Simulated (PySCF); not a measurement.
**W(OH)₂: quintet, from a PBE0 minimum start**

Aim: relax W(OH)₂ as a quintet from a PBE0 minimum start, check by its vibrations whether the end is a minimum, and collect its spectrum and constants.

Method: PBE0, basis W def2-SVP with ECP60, O def2-SVP, H def2-SVP, scalar-relativistic core potentials, no spin–orbit coupling, density fitting; program: PySCF 2.14.0.

## Step 1: The starting structure

5 atoms, charge 0, spin multiplicity 5.

Bond lengths: W1–O2 1.921 Å, W1–O3 1.921 Å, O2–H4 0.966 Å, O3–H5 0.966 Å. Angles: O2–W1–O3 143.7°, W1–O2–H4 123.6°, W1–O3–H5 123.6°.

```xyz
5
charge 0 multiplicity 5
W     0.0000    0.0000   -0.0964
O     1.8254    0.0015    0.5013
O    -1.8254   -0.0015    0.5013
H     2.2769   -0.7806    0.8443
H    -2.2769    0.7806    0.8443
```

## Step 2: The SCF at the typed geometry

The steps below are one call of a driver around PySCF. For each, scf.py gives the equivalent set-up of the SCF; relaxations use the driver's own optimiser. After this first run the driver tries any further starts and a stability analysis.

scf.py reads:

```python
from pyscf import gto, scf, dft
mol = gto.M(atom='''
W      0.000000     0.000001    -0.096431
O      1.825415     0.001527     0.501311
O     -1.825418    -0.001536     0.501302
H      2.276941    -0.780590     0.844282
H     -2.276945     0.780575     0.844285''',
    basis={'W': 'def2-SVP', 'O': 'def2-SVP', 'H': 'def2-SVP'},
    ecp={'W': 'def2-SVP'},
    charge=0, spin=4)
mf = dft.UKS(mol, xc='PBE0')
mf.grids.atom_grid = (50, 194)
aux = {'W': 'def2-universal-JKFIT', 'O': 'def2-universal-JKFIT', 'H': 'def2-universal-JKFIT'}
mf = mf.density_fit(auxbasis=aux)
mf.conv_tol = 1e-08
mf.diis_space = 10
mf.max_cycle = 60
mf.init_guess = 'minao'
mf.verbose = 4
mf.kernel()
```

The run is started by

```sh
$ OMP_NUM_THREADS=2 python axn.py task.json out
```

What it wrote:

```text
init E= -206.150199980242
[... the frontier-level lines of each cycle are left out ...]
cycle= 1 E= -218.184608865235  delta_E=  -12  |g|= 0.787  |ddm|= 5.16
cycle= 2 E= -217.433441432893  delta_E= 0.751  |g|= 1.54  |ddm|= 1.59
cycle= 3 E= -218.408707744943  delta_E= -0.975  |g|= 0.186  |ddm|= 1.15
cycle= 4 E= -218.427041954999  delta_E= -0.0183  |g|= 0.0476  |ddm|= 0.346
cycle= 5 E= -218.428452480411  delta_E= -0.00141  |g|= 0.00612  |ddm|= 0.0782
cycle= 6 E= -218.428476857066  delta_E= -2.44e-05  |g|= 0.00209  |ddm|= 0.00853
cycle= 7 E= -218.428482489521  delta_E= -5.63e-06  |g|= 0.000791  |ddm|= 0.00466
cycle= 8 E= -218.428483615259  delta_E= -1.13e-06  |g|= 0.000251  |ddm|= 0.00209
cycle= 9 E= -218.428483726308  delta_E= -1.11e-07  |g|= 5.09e-05  |ddm|= 0.000757
cycle= 10 E= -218.42848372882  delta_E= -2.51e-09  |g|= 6.77e-06  |ddm|= 0.000141
Extra cycle  E= -218.428483728878  delta_E= -5.82e-11  |g|= 3.78e-06  |ddm|= 1.8e-05
converged SCF energy = -218.428483728878  <S^2> = 6.0124575  2S+1 = 5.0049805
```

This step, with its further starts and checks, ran for 12 s (2 threads of Intel Xeon 6975P-C (Granite Rapids), shared host).

Energies from each starting density:

| start | energy (Eh) |
| --- | --- |
| the minimal-basis guess | -218.428484 |
| a thermally smeared density | -218.428484 |
| a smeared PBE density | -218.428484 |

No lower solution of this spin turned up from the other starts or in the test of internal stability.

## Step 3: Relaxation: PBE0 minimum start, quintet

The program finds C2 symmetry in the start, which this walk keeps.

scf.py, as its differences from that of step 2:

```diff
@@ -18 +17,0 @@
-mf.init_guess = 'minao'
```

The optimiser's trace:

| step | energy (Eh) | change (kJ/mol) | largest symmetric gradient (Eh/bohr) |
| --- | --- | --- | --- |
| 0 | -218.428484 | 0.00 | 0.00006 |

The walk took 1.6 s.

Positions (Å) and forces (eV/Å) along the way:

```
step 0
W    0.000   0.000  -0.096   0.000   0.000   0.000
O    1.825   0.002   0.501   0.002  -0.003   0.001
O   -1.825  -0.002   0.501  -0.002   0.003   0.001
H    2.277  -0.781   0.844  -0.002   0.003  -0.001
H   -2.277   0.781   0.844   0.002  -0.003  -0.001
```

End point (C2, 0 steps, 0.0 kJ/mol gained): O–H 0.966 Å (×2), W–O 1.921 Å (×2); H–O–W 123.6° (×2), O–W–O 143.7°.

## Step 4: Vibrations and properties at this point

The point is checked on the finer grid, and tightened if its gradient asks for it. The Hessian and the dipole derivatives come from central differences of analytic gradients, with steps of 0.02 bohr.

scf.py, as its differences from that of step 3:

```diff
@@ -3,5 +3,5 @@
-W      0.000000     0.000001    -0.096431
-O      1.825415     0.001527     0.501311
-O     -1.825418    -0.001536     0.501302
-H      2.276941    -0.780590     0.844282
-H     -2.276945     0.780575     0.844285''',
+W      0.000000     0.000001    -0.096628
+O      1.825367     0.001467     0.501285
+O     -1.825369    -0.001476     0.501276
+H      2.276843    -0.780508     0.844408
+H     -2.276847     0.780493     0.844411''',
@@ -12 +12 @@
-mf.grids.atom_grid = (50, 194)
+mf.grids.atom_grid = (75, 302)
@@ -15 +15 @@
-mf.conv_tol = 1e-08
+mf.conv_tol = 1e-10
```

The driver hands on the density of the step before, so the log starts near convergence.

SCF at the final geometry:

```text
init E= -218.428563356533
[... the frontier-level lines of each cycle are left out ...]
cycle= 1 E= -218.428563356532  delta_E= 9.09e-13  |g|= 3.4e-06  |ddm|= 4.91e-06
Extra cycle  E= -218.428563356522  delta_E= 1.02e-11  |g|= 6.02e-06  |ddm|= 6.76e-06
converged SCF energy = -218.428563356522  <S^2> = 6.0124555  2S+1 = 5.0049797
```

The whole step took 69 s.

Geometry: C2; O–H 0.966 Å (×2), W–O 1.921 Å (×2); H–O–W 123.7° (×2), O–W–O 143.7°.

Harmonic modes (main isotopes):

```
symmetry  ω (cm⁻¹)  IR (km/mol)  μ (u)
       a       124          0.0   6.08
       b       385         34.5   1.23
       a       474          198   1.11
       b       638          172   1.09
       b       666          303  13.33
       a       685          7.6   2.01
       a       702         13.1   2.04
       b      3839          125   1.07
       a      3841         28.5   1.07
```

Every mode is real; the point is a minimum.

Properties at this point:

```yaml
Dipole_moment: 0.23 D
Highest_occupied_level: -5.01 eV
Lowest_empty_level: -2.18 eV
Rotational_constants: 1.369, 0.1425, 0.1314 cm⁻¹
Zero-point_energy: 67.9 kJ/mol
Principal_polarisabilities: 44.9, 46.1, 53.0 bohr³
Atomisation_energy_without_zero-point_energy: 1781 kJ/mol
Principal_traceless_quadrupole_moments_about_the_centre_of_mass: -10.99, 0.41, 10.58 D Å
Entropy_at_298.15_K_and_1_bar_electronic_part_spin_only: 308.4 J/(mol K)
Heat_capacity_Cp_at_298.15_K: 67.9 J/(mol K)
Enthalpy_at_298.15_K_above_0_K: 14.53 kJ/mol
Rotational_symmetry_number: 2
Spin_squared_⟨S²⟩: 6.012
```

Populations by atom (charges in e):

```tsv
atom	Mulliken	Löwdin	polar tensor	spin (Mulliken)	Mayer order to W1
W1	0.53	0.17	0.96	4.03	–
O2,3	-0.47	-0.18	-0.77	-0.04	1.15
H4,5	0.20	0.09	0.29	0.02	0.04
```

Outer orbital energies (eV). α occupied: -10.49, -9.94, -9.19, -8.95, -6.51, -6.23, -6.06, -5.01; empty: -1.02, -0.22, 0.07, 1.11. β occupied: -26.67, -26.18, -14.02, -12.86, -9.92, -9.69, -9.06, -8.76; empty: -2.18, -0.63, -0.62, 0.06.

Mulliken populations on W1 (outside its core potential): s 2.83, p 6.25, d 4.33, f 0.07.

## Step 5: Results

| quantity | value |
| --- | --- |
| minimum | quintet, C2 |
| geometry | O–H 0.966 Å (×2), W–O 1.921 Å (×2); H–O–W 123.7° (×2), O–W–O 143.7° |
| wavenumbers (cm⁻¹) | 124 (a), 385 (b), 474 (a), 638 (b), 666 (b), 685 (a), 702 (a), 3839 (b), 3841 (a) |
| dipole moment | 0.23 D |
| highest occupied, lowest empty level (either spin) | -5.01, -2.18 eV |
| polar-tensor charge of W1 | +0.96 e |
| zero-point energy | 67.9 kJ/mol |
| entropy at 298.15 K | 308.4 J/(mol K) |
| atomisation energy (no zero-point energy) | 1781 kJ/mol |
| ⟨S²⟩ | 6.012 |

What this shows: The PBE0 minimum start keeps its C2 symmetry and ends in a minimum. In the infrared the band at 666 cm⁻¹ (b) leads. Most of the spin sits on W1 (Mulliken spin 4.03, against 4 for the whole molecule). Only this shape and spin were tried, so other structures or states may lie lower. Open d and f shells are described by one determinant, and the ground state may have another occupation or spin. With an element this heavy the missing spin–orbit coupling can shift these numbers.

The search up to here took 82 s.
